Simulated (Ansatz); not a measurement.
# Nb: a tetragonal deformation path

One table from this session's results is given with a row withheld; the runs are named, their logs left out.

Program: Ansatz 0.2.0. Level of theory: DFT PBEsol, scalar-relativistic, plane waves, PAW. These are calculated values, not measurements.

## Starting point

Symmetry: Fm-3m, No. 225, cubic system. The conventional cell has a = 4.230 Å, b = 4.230 Å, c = 4.230 Å, α = 90.00°, β = 90.00°, γ = 90.00°. Around Nb (site symmetry m-3m) lie 12 Nb at 2.99 Å.

Coordinates:

```
CELL_PARAMETERS angstrom
0.00000 2.11500 2.11500
2.11500 0.00000 2.11500
2.11500 2.11500 0.00000
ATOMIC_POSITIONS crystal
Nb 0.00000 0.00000 0.00000
```

No relaxation comes first: the listed cell is the starting point.

## The reference cell

Reference values: F = -4495.0961 eV; pressure -6.85 GPa; largest force 0.000 eV/Å; gap on the mesh none (metal). It was computed beforehand with the settings of the runs below.

Set-up of the first run:

At fixed volume and fractional coordinates, lengths along (0.000, 0.000, 1.000) are scaled against those across it; ρ is that ratio over its starting value.

File input.yaml:

```yaml
crystal:
  lattice:
    - [0.0, 2.3741267449, 1.6785076087]
    - [2.3741267449, 0.0, 1.6785076087]
    - [2.3741267449, 2.3741267449, 0.0]
  atoms:
    - { symbol: Nb, position: [0.0, 0.0, 0.0] }
basis:
  ecutwfc: 420
kpoints:
  mp_grid: { grid: [22, 22, 22] }
hamiltonian:
  xc: pbesol
scf:
  occupations: { method: gaussian, width: 0.15 }
output:
  forces: true
  stress: true
  eigenvalues: true
```

On the command line:

```
> ansatz run input.yaml --threads 1 --pin off --max-ram 2560MiB --backend cpu --events-out ev --progress --plain --runs-dir out
```

Among the steps run: ρ = 0.707; Point ρ = 1.414; ρ = 0.850; Point ρ = 1.200; Point ρ = 0.780; At ρ = 1.300; Point ρ = 0.920; ρ = 1.100; Point ρ = 0.650; ρ = 1.500; Point ρ = 0.960; ρ = 1.050.

One table of the session follows, with a row left open; its other results are not shown here.

Collected from the runs (energy zero: the undisturbed cell):

| ρ | ΔE (meV/atom) | pressure (GPa) |
| --- | --- | --- |
| 0.650 | -286.0 | -11.7 |
| 0.707 | -309.1 | -12.2 |
| 0.780 | -269.4 | -11.6 |
| 0.850 | -173.2 | -9.9 |
| 0.920 | ? | ? |
| 0.960 | -17.2 | -7.2 |
| 1.000 | 0.0 | -6.8 |
| 1.050 | -22.0 | -7.3 |
| 1.100 | -68.6 | -8.1 |
| 1.200 | -157.2 | -9.3 |
| 1.300 | -175.0 | -9.2 |
| 1.414 | -105.1 | -7.4 |
| 1.500 | 4.0 | -4.8 |

Q: Estimate the row for ρ = 0.920 from the others.

Worked estimate for «ΔE (meV/atom)». A straight line through the neighbours (0.850, -173.2) and (0.960, -17.2) gives -173.2 + (-17.2 + 173.2) × (0.920 − 0.850) / (0.960 − 0.850) = -73.9; a parabola fitted to 4 rows on both sides gives -73.7.

The run gave: ΔE (meV/atom): -63.5; pressure (GPa): -8.0. In «ΔE (meV/atom)» the line misses by -10.4 and the parabola by -10.2.
